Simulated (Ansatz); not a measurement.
# TiGe4Mo: from a guess to a relaxed structure, part 2 of 2

Where does this trial cell of TiGe4Mo go when cell and atoms are let free?

Ansatz 0.2.0; DFT PBE, scalar-relativistic, plane waves, PAW. Earlier steps stand in the parts before.

### Step 4. Spin check on a coarse mesh

Contents of input.yaml:

```yaml
crystal:
  lattice:
    - [2.3714652201, -4.2032826868, 0.0]
    - [2.3714652201, 4.2032826868, 0.0]
    - [0.0, 0.0, 4.7404214445]
  atoms:
    - { symbol: Ti, position: [0.5, 0.5, 0.5], spin: 1.0 }
    - { symbol: Ge, position: [0.6609331866, 0.3390668134, 0.0] }
    - { symbol: Ge, position: [0.1650293021, 0.8349706979, 0.5] }
    - { symbol: Ge, position: [0.3390668134, 0.6609331866, 0.0] }
    - { symbol: Ge, position: [0.8349706979, 0.1650293021, 0.5] }
    - { symbol: Mo, position: [0.0, 0.0, 0.0], spin: 1.0 }
basis:
  ecutwfc: 420
kpoints:
  mp_grid: { grid: [4, 4, 4] }
hamiltonian:
  xc: pbe
scf:
  occupations: { method: gaussian, width: 0.1 }
  lower_state_search: "off"
output:
  forces: true
  stress: true
  eigenvalues: true
  populations: true
magnetization:
  spin_polarized: true
```

The run is started by

```sh
> ansatz run input.yaml --threads 1 --pin off --max-ram 2560MiB --backend cpu --events-out ev --progress --plain --runs-dir out
```

Log (excerpt; [...] marks lines left out):

```text
[...]
SCF converged after 17 iterations
Magnetization: -0.0000 μB (41.0000 up, 41.0000 down)
Absolute magnetization: 0.0000 μB (∫|ρ↑−ρ↓|, with the PAW one-centre terms)
Spin contamination: 0.0000 ħ² per cell (⟨S²⟩ above its minimum at these occupations)
Per-site moments (μB) at R_I (Å): [(3.7369610688229665e-7, 1.1257717287384552), (-5.881339471280819e-8, 1.1161386669961009), (1.1389802794930372e-7, 1.1328801901010197), (-5.881339479831196e-8, 1.1161386669961009), (1.1389802779304959e-7, 1.1328801901010197), (-3.99234396008868e-6, [...]
Free energy (F): -24636.951491 eV
[...]
E sigma→0 (E₀):  -24636.944483 eV
Entropy (-TS):   -0.014015 eV (-2.336 meV/atom)
Fermi energy:    14.903617 eV
[...]
--- Forces (eV/Å), atoms counted from 1 ---
  atom   1  Ti     0.00000000    -0.00000000     0.00000000
  atom   2  Ge     0.00000000     0.00038557     0.00000000
  atom   3  Ge     0.00000000    -0.00394830     0.00000000
  atom   4  Ge    -0.00000000    -0.00038557     0.00000000
  atom   5  Ge    -0.00000000     0.00394830     0.00000000
  atom   6  Mo    -0.00000000     0.00000000     0.00000000
[...]
--- Stress (GPa, compression-positive) ---
        0.024936       0.000000       0.000000
        0.000000      -0.005257      -0.000000
        0.000000      -0.000000       0.008947
  P = ⅓ Tr σ = 0.0095 GPa (0.095 kbar)
--- Band table (eV; the first three rows and the last of 42) ---
[...]
--- Löwdin populations: 6 sites ---
  site symbol       q [e]    m [muB]
     0     Ti     11.4736     0.0000
     1     Ge     14.0892    -0.0000
     2     Ge     14.1065     0.0000
     3     Ge     14.0892    -0.0000
     4     Ge     14.1065     0.0000
     5     Mo     13.8797    -0.0000
  spilling = 0.003113 (of n_electrons = 82.000000)
```

It took 33 s on 1 thread of AMD EPYC (Zen 3), shared host; peak memory 0.51 GiB.

Per atom:

```csv
atom,Löwdin electrons
Ti1,11.47
Ge2,14.09
Ge3,14.11
Ge4,14.09
Ge5,14.11
Mo6,13.88
```

The Löwdin counts miss 0.26 of the 82 electrons, which the atomic orbitals do not span, so they are no charges.

The same cell is solved with trial moments on Mo and Ti. The largest site moment that stays is 0.00 μB and the cell's total 0.00 μB. The workflow keeps spin only above 0.25 μB on a site, so the next run goes without spin.

### Step 5. Final relaxation

The end of the coarse run is made exact in the group found at a tolerance of 0.06 Å and reduced to its primitive cell.

Contents of input.yaml:

```yaml
crystal:
  lattice:
    - [2.3714652201, -4.2032826868, 0.0]
    - [2.3714652201, 4.2032826868, 0.0]
    - [0.0, 0.0, 4.7404214445]
  atoms:
    - { symbol: Ti, position: [0.5, 0.5, 0.5] }
    - { symbol: Ge, position: [0.6609331866, 0.3390668134, 0.0] }
    - { symbol: Ge, position: [0.1650293021, 0.8349706979, 0.5] }
    - { symbol: Ge, position: [0.3390668134, 0.6609331866, 0.0] }
    - { symbol: Ge, position: [0.8349706979, 0.1650293021, 0.5] }
    - { symbol: Mo, position: [0.0, 0.0, 0.0] }
basis:
  ecutwfc: 420
kpoints:
  mp_grid: { grid: [10, 10, 8] }
hamiltonian:
  xc: pbe
scf:
  occupations: { method: gaussian, width: 0.1 }
output:
  forces: true
  stress: true
  eigenvalues: true
relax:
  adjacent_minimum: "off"
  f_tol: 0.01
  max_steps: 80
  cell: { stress_tol: 0.05 }
```

The run is started by

```sh
> ansatz run input.yaml --threads 1 --pin off --max-ram 2560MiB --backend cpu --events-out ev --progress --plain --runs-dir out
```

Log (excerpt; [...] marks lines left out):

```text
Warning: RAYON_NUM_THREADS=1 ignored (pool sized by the plan → 1); use --threads N
[...]
Pseudopotentials: kind: paw
Pseudopotential: Ti, paw, valence charge 12, recommended cutoff 420 eV (normal), Ti.paw.azcp
Pseudopotential: Ge, paw, valence charge 14, recommended cutoff 420 eV (normal), Ge.paw.azcp
Pseudopotential: Mo, paw, valence charge 14, recommended cutoff 420 eV (normal), Mo.paw.azcp
Functional definition: PBE
[...]
Crystal: 6 atoms, lattice volume = 94.504 Å³
Basis set: ecut = 420 eV, 1811 PW (Γ), exchange–correlation on 72×72×64 points (8 copies of the dense FFT grid, shifted against one another)
Bands: 50, of which v1, the nominal top of the filled ones, is band 41 counted from 1 (40 counted from 0)
Symmetry: 8 space group operations
Space group: Cmmm (ITA 65), of the structure as read, at distance tolerance 4.6e-5 Å
k-points: 155 of 800
[...]
        0.000000       0.003894      -0.000000
        0.000000      -0.000000      -0.002135
  P = ⅓ Tr σ = -0.0061 GPa (-0.061 kbar)
--- Band table (eV; the first three rows and the last of 155) ---
[...]
--- Relaxed structure (3 steps of the walk, 3 accepted, 1 SCFs on fresh bases) ---
  F+E_penalty+E_count = -24636.93881438 eV   max|allowed force component| = 1.953e-3 eV/Å   (the final SCF, on the basis selected at the relaxed cell)
  cell:  # Å, volume = 94.5916 Å³
    - [2.3777254323492034, -4.206053138861983, -1.1576110314983936e-33]
    - [2.3777254323492034, 4.206053138861983, -4.467168279479901e-34]
    - [-1.6034791749144275e-33, 4.008697937286069e-34, 4.729182996275335]
  atoms:
    - { symbol: Ti, position: [0.5, 0.5, 0.5] }
    - { symbol: Ge, position: [0.6610498604681059, 0.3389501395318941, 0.0] }
    - { symbol: Ge, position: [0.164316788418167, 0.835683211581833, 0.5] }
    - { symbol: Ge, position: [0.3389501395318941, 0.6610498604681059, 0.0] }
    - { symbol: Ge, position: [0.835683211581833, 0.164316788418167, 0.5] }
    - { symbol: Mo, position: [-2.721944085435611e-35, -4.27313057903896e-35, 0.0] }
```

Wall time 3.3 min (1 thread of AMD EPYC (Zen 3), shared host); peak memory 0.81 GiB.

The steps of the relaxation:

| step | energy from step 1 (eV/cell) | largest force component (eV/Å) | pressure (GPa) | volume (Å³) |
| --- | --- | --- | --- | --- |
| 1 | 0.0000 | 0.0614 | 0.09 | 94.50 |
| 2 | -0.0011 | 0.0041 | -0.02 | 94.60 |
| 3 | -0.0014 | 0.0019 | -0.01 | 94.59 |
| 4 | -0.0014 | 0.0020 | -0.01 | 94.59 |

Step 1 is the start. Step 4 repeats the geometry before it on a plane-wave basis chosen anew for that cell, so its energy need not be comparable with the rows above.

Lengths and angles in the start's conventional setting:

|  | before | after | change |
| --- | --- | --- | --- |
| a (Å) | 4.743 | 4.755 | +0.3 % |
| b (Å) | 8.407 | 8.412 | +0.1 % |
| c (Å) | 4.740 | 4.729 | -0.2 % |
| volume (Å³/atom) | 15.75 | 15.77 | +0.1 % |
| shortest distance (Å) | 2.706 | 2.710 | +0.1 % |
| space group (0.01 Å) | Cmmm | Cmmm | same |

Forces and stress were held to the start's 8 operations: a distortion of lower symmetry was not tested.

### Step 6. Variant: pseudopotentials.kind nc, pseudopotentials.accuracy standard, ecutwfc left out

Contents of input.yaml:

```yaml
crystal:
  lattice:
    - [2.3777254323, -4.2060531389, 0.0]
    - [2.3777254323, 4.2060531389, 0.0]
    - [0.0, 0.0, 4.7291829963]
  atoms:
    - { symbol: Ti, position: [0.5, 0.5, 0.5] }
    - { symbol: Ge, position: [0.6610498605, 0.3389501395, 0.0] }
    - { symbol: Ge, position: [0.1643167884, 0.8356832116, 0.5] }
    - { symbol: Ge, position: [0.3389501395, 0.6610498605, 0.0] }
    - { symbol: Ge, position: [0.8356832116, 0.1643167884, 0.5] }
    - { symbol: Mo, position: [0.0, 0.0, 0.0] }
kpoints:
  mp_grid: { grid: [10, 10, 8] }
hamiltonian:
  xc: pbe
  pseudopotentials: { kind: nc, accuracy: standard }
scf:
  occupations: { method: gaussian, width: 0.1 }
output:
  forces: true
  eigenvalues: true
  stress: true
```

The run is started by

```sh
> ansatz run input.yaml --threads 1 --pin off --max-ram 2560MiB --backend cpu --events-out ev --progress --plain --runs-dir out
```

Log (excerpt; [...] marks lines left out):

```text
Warning: RAYON_NUM_THREADS=1 ignored (pool sized by the plan → 1); use --threads N
[...]
Pseudopotentials: kind: nc
Pseudopotential: Ti, nc, valence charge 12, recommended cutoff 1142.878222 eV (normal), Ti.nc.azcp (PseudoDojo's, or run here from an input of PseudoDojo's; its table is named by hamiltonian.pseudopotentials.accuracy)
Pseudopotential: Ge, nc, valence charge 14, recommended cutoff 1061.244064 eV (normal), Ge.nc.azcp (PseudoDojo's, or run here from an input of PseudoDojo's; its table is named by hamiltonian.pseudopotentials.accuracy)
Pseudopotential: Mo, nc, valence charge 14, recommended cutoff 1088.45545 eV (normal), Mo.nc.azcp (PseudoDojo's, or run here from an input of PseudoDojo's; its table is named by hamiltonian.pseudopotentials.accuracy)
Functional definition: PBE
[...]
Crystal: 6 atoms, lattice volume = 94.592 Å³
[...]
SCF iter  12: F=-13251.060513 eV  HF=-13251.060513 eV  |F-HF|=1.29e-8  |Δ(HF+E_count)|=   2.70e-7  Δρ=3.09e-6  dr2=1.49e-8  ethr=1.22e-10  ⟨swp⟩=12.0  Hψ=43186  notcnv=0
[...]
SCF converged after 12 iterations
Free energy (F): -13251.060513 eV
[...]
E sigma→0 (E₀):  -13251.053722 eV
Entropy (-TS):   -0.013582 eV (-2.264 meV/atom)
Fermi energy:    15.776150 eV
[...]
--- Forces (eV/Å), atoms counted from 1 ---
  atom   1  Ti    -0.00000000     0.00000000     0.00000000
  atom   2  Ge     0.00000000    -0.00444448     0.00000000
  atom   3  Ge     0.00000000    -0.00266650     0.00000000
  atom   4  Ge    -0.00000000     0.00444448    -0.00000000
  atom   5  Ge    -0.00000000     0.00266650    -0.00000000
  atom   6  Mo     0.00000000     0.00000000     0.00000000
[...]
--- Stress (GPa, compression-positive) ---
        0.167729       0.000000       0.000000
        0.000000       0.248378       0.000000
        0.000000       0.000000       0.189296
  P = ⅓ Tr σ = 0.2018 GPa (2.018 kbar)
--- Band table (eV; the first three rows and the last of 155) ---
[...]
```

Run time: 3.5 min. Hardware: 1 thread of AMD EPYC (Zen 3), shared host; peak memory 1.7 GiB.

```csv
run,ending,energy change,pressure (GPa),gap (eV),force (eV/Å),cycles,time
step 5,converged,-,0.0,0.00,0.00,-,3.3 min
variant,converged,not comparable,0.2,0.00,0.00,12,3.5 min
```

Total energies don't compare across a change of potentials; pressure, gap, moments and forces, where computed, barely move.

### Step 7. Results

The summary covers parts 1 to 2. Changes of volume or cell count from the first structure of part 1.

```
                              quantity                                                                      value
symmetry at the end (tolerance 0.05 Å)                                                  space group Cmmm (No. 65)
                     conventional cell  a = 4.755 Å, b = 8.412 Å, c = 4.729 Å, α = 90.00°, β = 90.00°, γ = 90.00°
                                volume                                                              15.77 Å³/atom
              energy over the elements                                                              -0.22 eV/atom
                       gap on the mesh                                                               none (metal)
```

**Reading.** The space group Cmmm (No. 65) is kept, and the volume per atom shrinks by 13.5 % from the first guess. It lies below the elements, which doesn't yet make it stable: competing phases were not computed in this session. No finished test with a distortion of lower symmetry is shown, so the end may be a saddle point. Other magnetic orders were not searched.
